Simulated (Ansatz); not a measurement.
# BF2H2N + H2O: a complex and its separated parts, part 2 of 3

Ansatz 0.2.0, Gaussian basis. Earlier steps stand in the parts before.

## (9) PBE0-D4/def2-TZVPP

The inputs:

parta/in.yaml

```yaml
crystal:
  periodic: [false, false, false]
  atoms:
    - {symbol: B, position_ang: [-0.647596, -0.574147, -0.020116]}
    - {symbol: F, position_ang: [-0.149250, -1.207820, -1.077411]}
    - {symbol: F, position_ang: [-1.566504, 0.361531, -0.238927]}
    - {symbol: N, position_ang: [-0.222503, -0.879466, 1.269851]}
    - {symbol: H, position_ang: [0.471171, -1.580362, 1.455450]}
    - {symbol: H, position_ang: [-0.586928, -0.413451, 2.080349]}
basis:
  gaussian: {orbitals: def2-TZVPP}
hamiltonian: {xc: pbe0, dispersion: d4}
output: {orbitals: {seedname: orbitals}}
```

partb/in.yaml

```yaml
crystal:
  periodic: [false, false, false]
  atoms:
    - {symbol: O, position_ang: [1.092060, 1.424396, -0.817624]}
    - {symbol: H, position_ang: [0.330617, 1.961391, -1.047061]}
    - {symbol: H, position_ang: [1.278932, 0.907829, -1.604413]}
basis:
  gaussian: {orbitals: def2-TZVPP}
hamiltonian: {xc: pbe0, dispersion: d4}
output: {orbitals: {seedname: orbitals}}
```

One command serves all of them, each in its own folder.

On the command line:

```
$ ansatz run in.yaml --threads 4 --pin off --events-out ev --progress --plain --max-ram 9574MiB
```

Output in parta, cut to the lines that bear on the results:

```text
Functional definition: PBE0
  name "PBE0"
  cite "Adamo & Barone, J. Chem. Phys. 110, 6158 (1999) doi:10.1063/1.478522"
  cite "Perdew, Burke & Ernzerhof, Phys. Rev. Lett. 77, 3865 (1996) doi:10.1103/PhysRevLett.77.3865"
  parent pbe
[...]
754 factors; their error is unknown
[...]
mean field -7632.86215493 eV, -280.5025104538 hartree, gradient 8.6e-5 eV, S^2 0.000000; 0 other end points of the search recorded, 0 dependent functions left out
reference -7632.86218131 eV, -280.5025114233 hartree; 16, 16 occupied and 136, 136 virtual orbitals, 754 factors
Total energy: -7632.91832409 eV, -280.5045746325 hartree
```

partb printed, cut to the lines that bear on the results:

```text
[... 5 set-up lines as earlier in the session ...]
[...]
269 factors; their error is unknown
[...]
mean field -2078.42781950 eV, -76.3808135575 hartree, gradient 1.2e-5 eV, S^2 0.000000; 0 other end points of the search recorded, 0 dependent functions left out
reference -2078.42783400 eV, -76.3808140905 hartree; 5, 5 occupied and 54, 54 virtual orbitals, 269 factors
Total energy: -2078.43208983 eV, -76.3809704894 hartree
```

Times: 2.2 s (parta), 0.67 s (partb) on 4 threads of Intel Xeon at 2.50GHz, shared host.

## (10) B3LYP-D4/def2-TZVPP

The same edit goes into each in.yaml of step 9 (parta, partb):

```diff
-hamiltonian: {xc: pbe0, dispersion: d4}
-output: {orbitals: {seedname: orbitals}}
+hamiltonian: {xc: {name: B3LYP}, dispersion: d4}
```

The same command starts each run, in its folder.

On the command line:

```
$ ansatz run in.yaml --threads 4 --pin off --events-out ev --progress --plain --max-ram 9574MiB
```

Output in parta, cut to the lines that bear on the results:

```text
Functional definition: B3LYP
  name "B3LYP"
  cite "Stephens, Devlin, Chabalowski & Frisch, J. Phys. Chem. 98, 11623 (1994) doi:10.1021/j100096a001"
[... 2 set-up lines as earlier in the session ...]
  cite "Vosko, Wilk & Nusair, Can. J. Phys. 58, 1200 (1980) doi:10.1139/p80-159"
[...]
754 factors; their error is unknown
[...]
mean field -7640.93574237 eV, -280.7992093198 hartree, gradient 7.9e-5 eV, S^2 0.000000; 0 other end points of the search recorded, 0 dependent functions left out
reference -7640.93595218 eV, -280.7992170303 hartree; 16, 16 occupied and 136, 136 virtual orbitals, 754 factors
Total energy: -7641.04658751 eV, -280.8032828036 hartree
```

partb printed, cut to the lines that bear on the results:

```text
[... 6 set-up lines as earlier in the session ...]
[...]
269 factors; their error is unknown
[...]
mean field -2080.76396007 eV, -76.4666651403 hartree, gradient 1.1e-5 eV, S^2 0.000000; 0 other end points of the search recorded, 0 dependent functions left out
reference -2080.76409844 eV, -76.4666702250 hartree; 5, 5 occupied and 54, 54 virtual orbitals, 269 factors
Total energy: -2080.77252451 eV, -76.4669798775 hartree
```

Times: 2.6 s (parta), 0.56 s (partb) on 4 threads of Intel Xeon at 2.50GHz, shared host.

## (11) r2SCAN0-D4/def2-TZVPP

The same edit goes into each in.yaml of step 10 (parta, partb):

```diff
-hamiltonian: {xc: {name: B3LYP}, dispersion: d4}
+hamiltonian: {xc: {name: r2SCAN0}, dispersion: d4}
```

Each run has its own folder and the same command.

On the command line:

```
$ ansatz run in.yaml --threads 4 --pin off --events-out ev --progress --plain --max-ram 9574MiB
```

parta printed, cut to the lines that bear on the results:

```text
Functional definition: r2SCAN0
  name "r2SCAN0"
  cite "Bursch, Neugebauer, Ehlert & Grimme, J. Chem. Phys. 156, 134105 (2022) doi:10.1063/5.0086040"
[... 3 set-up lines as earlier in the session ...]
[...]
754 factors; their error is unknown
[...]
mean field -7636.33234746 eV, -280.6300376771 hartree, gradient 1.7e-5 eV, S^2 0.000000; 0 other end points of the search recorded, 0 dependent functions left out
reference -7636.33235547 eV, -280.6300379716 hartree; 16, 16 occupied and 136, 136 virtual orbitals, 754 factors
Total energy: -7636.35070800 eV, -280.6307124144 hartree
```

Output in partb, cut to the lines that bear on the results:

```text
[... 6 set-up lines as earlier in the session ...]
[...]
269 factors; their error is unknown
[...]
mean field -2079.27470314 eV, -76.4119359574 hartree, gradient 2.0e-5 eV, S^2 0.000000; 0 other end points of the search recorded, 0 dependent functions left out
reference -2079.27470724 eV, -76.4119361081 hartree; 5, 5 occupied and 54, 54 virtual orbitals, 269 factors
Total energy: -2079.27611140 eV, -76.4119877099 hartree
```

They took 4 s (parta), 1.1 s (partb) on 4 threads of Intel Xeon at 2.50GHz, shared host.

## (12) BHLYP-D4/def2-TZVPP

Each input of step 11 (parta, partb) changes in the same lines:

```diff
-hamiltonian: {xc: {name: r2SCAN0}, dispersion: d4}
+hamiltonian: {xc: {name: BHLYP}, dispersion: d4}
```

One command serves all of them, each in its own folder.

On the command line:

```
$ ansatz run in.yaml --threads 4 --pin off --events-out ev --progress --plain --max-ram 9574MiB
```

parta printed, cut to the lines that bear on the results:

```text
Functional definition: BHLYP
  name "BHLYP"
  cite "Becke, J. Chem. Phys. 98, 1372 (1993) doi:10.1063/1.464304"
[... 2 set-up lines as earlier in the session ...]
[...]
846 factors; their error is unknown
[...]
mean field -7637.73604394 eV, -280.6816225714 hartree, gradient 1.8e-5 eV, S^2 0.000000; 0 other end points of the search recorded, 0 dependent functions left out
reference -7637.73618075 eV, -280.6816275992 hartree; 16, 16 occupied and 136, 136 virtual orbitals, 846 factors
Total energy: -7637.81009240 eV, -280.6843438021 hartree
```

partb printed, cut to the lines that bear on the results:

```text
[... 5 set-up lines as earlier in the session ...]
[...]
295 factors; their error is unknown
[...]
mean field -2079.57890362 eV, -76.4231151190 hartree, gradient 2.0e-5 eV, S^2 0.000000; 0 other end points of the search recorded, 0 dependent functions left out
reference -2079.57899442 eV, -76.4231184556 hartree; 5, 5 occupied and 54, 54 virtual orbitals, 295 factors
Total energy: -2079.58394624 eV, -76.4233004317 hartree
```

Times: 3.3 s (parta), 0.51 s (partb) on 4 threads of Intel Xeon at 2.50GHz, shared host.

## (13) CAM-B3LYP-D4/def2-TZVPP

Each input of step 12 (parta, partb) changes in the same lines:

```diff
-hamiltonian: {xc: {name: BHLYP}, dispersion: d4}
+hamiltonian: {xc: {name: CAM-B3LYP}, dispersion: d4}
```

Each run has its own folder and the same command.

On the command line:

```
$ ansatz run in.yaml --threads 4 --pin off --events-out ev --progress --plain --max-ram 9574MiB
```

Log of parta, cut to the lines that bear on the results:

```text
Functional definition: CAM-B3LYP
  name "CAM-B3LYP"
  cite "Yanai, Tew & Handy, Chem. Phys. Lett. 393, 51 (2004) doi:10.1016/j.cplett.2004.06.011"
  cite "Iikura, Tsuneda, Yanai & Hirao, J. Chem. Phys. 115, 3540 (2001) doi:10.1063/1.1383587"
[... 2 set-up lines as earlier in the session ...]
[...]
  # Exact exchange under (alpha + beta erf(omega r))/r, Becke's under what is left of 1/r.
[...]
754 factors; their error is unknown
186 factors; integrals over basis functions are off by at most 1.3e-5 eV
[...]
mean field -7638.59777811 eV, -280.7132907179 hartree, gradient 7.1e-5 eV, S^2 0.000000; 0 other end points of the search recorded, 0 dependent functions left out
reference -7638.59788040 eV, -280.7132944772 hartree; 16, 16 occupied and 136, 136 virtual orbitals, 754 factors
Total energy: -7638.65311914 eV, -280.7153244634 hartree
```

Log of partb, cut to the lines that bear on the results:

```text
[... 6 set-up lines as earlier in the session ...]
[...]
  # Exact exchange under (alpha + beta erf(omega r))/r, Becke's under what is left of 1/r.
[...]
269 factors; their error is unknown
72 factors; integrals over basis functions are off by at most 1.6e-5 eV
[...]
mean field -2079.99968551 eV, -76.4385785679 hartree, gradient 1.1e-5 eV, S^2 0.000000; 0 other end points of the search recorded, 0 dependent functions left out
reference -2079.99975294 eV, -76.4385810459 hartree; 5, 5 occupied and 54, 54 virtual orbitals, 269 factors
Total energy: -2080.00381890 eV, -76.4387304675 hartree
```

Times: 3.3 s (parta), 0.62 s (partb) on 4 threads of Intel Xeon at 2.50GHz, shared host.

## (14) wB97X-V/def2-TZVPP

Each input of step 13 (parta, partb) changes in the same lines:

```diff
-hamiltonian: {xc: {name: CAM-B3LYP}, dispersion: d4}
+hamiltonian: {xc: {name: wB97X-V}}
```

One command serves all of them, each in its own folder.

On the command line:

```
$ ansatz run in.yaml --threads 4 --pin off --events-out ev --progress --plain --max-ram 9574MiB
```

Log of parta, cut to the lines that bear on the results:

```text
Functional definition: wB97X-V
  name "wB97X-V"
  cite "Mardirossian & Head-Gordon, Phys. Chem. Chem. Phys. 16, 9904 (2014) doi:10.1039/C3CP54374A"
[... 2 set-up lines as earlier in the session ...]
[...]
      + integral(e_c_pw_opposite_spin*poly(b97_u_opposite, cos0, cos1)) + vv10(b, c)
754 factors; their error is unknown
172 factors; integrals over basis functions are off by at most 8.1e-6 eV
[...]
mean field -7638.18992242 eV, -280.6983022977 hartree, gradient 3.4e-5 eV, S^2 0.000000; 0 other end points of the search recorded, 0 dependent functions left out
reference -7638.18992071 eV, -280.6983022350 hartree; 16, 16 occupied and 136, 136 virtual orbitals, 754 factors
Total energy: -7638.18992071 eV, -280.6983022350 hartree
```

partb printed, cut to the lines that bear on the results:

```text
[... 5 set-up lines as earlier in the session ...]
[...]
      + integral(e_c_pw_opposite_spin*poly(b97_u_opposite, cos0, cos1)) + vv10(b, c)
269 factors; their error is unknown
69 factors; integrals over basis functions are off by at most 2.2e-5 eV
[...]
mean field -2079.88767168 eV, -76.4344621357 hartree, gradient 2.2e-5 eV, S^2 0.000000; 0 other end points of the search recorded, 0 dependent functions left out
reference -2079.88767078 eV, -76.4344621028 hartree; 5, 5 occupied and 54, 54 virtual orbitals, 269 factors
Total energy: -2079.88767078 eV, -76.4344621028 hartree
```

Wall times: 5.5 s (parta), 1.1 s (partb) on 4 threads of Intel Xeon at 2.50GHz, shared host.

## (15) wB97M-V/def2-TZVPP

The same edit goes into each in.yaml of step 14 (parta, partb):

```diff
-hamiltonian: {xc: {name: wB97X-V}}
+hamiltonian: {xc: {name: wB97M-V}}
```

One command serves all of them, each in its own folder.

On the command line:

```
$ ansatz run in.yaml --threads 4 --pin off --events-out ev --progress --plain --max-ram 9574MiB
```

parta printed, cut to the lines that bear on the results:

```text
Functional definition: wB97M-V
  name "wB97M-V"
  cite "Mardirossian & Head-Gordon, J. Chem. Phys. 144, 214110 (2016) doi:10.1063/1.4952647"
[... 2 set-up lines as earlier in the session ...]
  # Of w^i u^j: cxij and so on, Table III.
[...]
  gx(w, u) = 1 - cx + cx01*u + cx10*w
[...]
      + integral(e_c_pw_mod_opposite_spin*gos(b97_w_opposite, b97_u_opposite)) + vv10(b, c)
754 factors; their error is unknown
172 factors; integrals over basis functions are off by at most 8.1e-6 eV
[...]
mean field -7638.64790327 eV, -280.7151327837 hartree, gradient 3.0e-5 eV, S^2 0.000000; 0 other end points of the search recorded, 0 dependent functions left out
reference -7638.64794560 eV, -280.7151343394 hartree; 16, 16 occupied and 136, 136 virtual orbitals, 754 factors
Total energy: -7638.64794560 eV, -280.7151343394 hartree
```

partb printed, cut to the lines that bear on the results:

```text
[... 5 set-up lines as earlier in the session ...]
  # Of w^i u^j: cxij and so on, Table III.
[...]
  gx(w, u) = 1 - cx + cx01*u + cx10*w
[...]
      + integral(e_c_pw_mod_opposite_spin*gos(b97_w_opposite, b97_u_opposite)) + vv10(b, c)
269 factors; their error is unknown
69 factors; integrals over basis functions are off by at most 2.2e-5 eV
[...]
mean field -2079.85938149 eV, -76.4334224903 hartree, gradient 2.9e-5 eV, S^2 0.000000; 0 other end points of the search recorded, 0 dependent functions left out
reference -2079.85940350 eV, -76.4334232991 hartree; 5, 5 occupied and 54, 54 virtual orbitals, 269 factors
Total energy: -2079.85940350 eV, -76.4334232991 hartree
```

Times: 4.5 s (parta), 0.81 s (partb) on 4 threads of Intel Xeon at 2.50GHz, shared host.

## (16) B2PLYP/def2-TZVPP

Each input of step 15 (parta, partb) changes in the same lines:

```diff
-hamiltonian: {xc: {name: wB97M-V}}
+hamiltonian: {xc: {name: B2PLYP}}
```

One command serves all of them, each in its own folder.

On the command line:

```
$ ansatz run in.yaml --threads 4 --pin off --events-out ev --progress --plain --max-ram 9574MiB
```

Output in parta, cut to the lines that bear on the results:

```text
Functional definition: B2PLYP
  name "B2PLYP"
  cite "Grimme, J. Chem. Phys. 124, 034108 (2006) doi:10.1063/1.2148954"
[... 2 set-up lines as earlier in the session ...]
[...]
958 factors; integrals over basis functions are off by at most 1.0e-3 eV
[...]
mean field -7629.18251893 eV, -280.3672863250 hartree, gradient 5.0e-6 eV, S^2 0.000000; 0 other end points of the search recorded, 0 dependent functions left out
4 core orbitals not correlated: weight in the atoms' cores, before any rotation towards them, 1.000 or more for the frozen orbitals, at most 0.000 for the correlated occupied ones
reference -7629.18264687 eV, -280.3672910267 hartree; 12, 12 occupied and 136, 136 virtual orbitals, 958 factors
second order -25.85605388 eV of doubles, -0.00000000 eV of singles
Total energy: -7636.16378142 eV, -280.6238429893 hartree
```

Log of partb, cut to the lines that bear on the results:

```text
[... 5 set-up lines as earlier in the session ...]
[...]
361 factors; integrals over basis functions are off by at most 7.6e-4 eV
[...]
mean field -2077.03827646 eV, -76.3297487929 hartree, gradient 8.4e-7 eV, S^2 0.000000; 0 other end points of the search recorded, 0 dependent functions left out
1 core orbitals not correlated: weight in the atoms' cores, before any rotation towards them, 1.000 or more for the frozen orbitals, at most 0.000 for the correlated occupied ones
reference -2077.03836149 eV, -76.3297519175 hartree; 4, 4 occupied and 54, 54 virtual orbitals, 361 factors
second order -8.41873300 eV of doubles, -0.00000000 eV of singles
Total energy: -2079.31141940 eV, -76.4132852550 hartree
```

They took 3.4 s (parta), 0.61 s (partb) on 4 threads of Intel Xeon at 2.50GHz, shared host.

(Continued in part 3 of 3.)
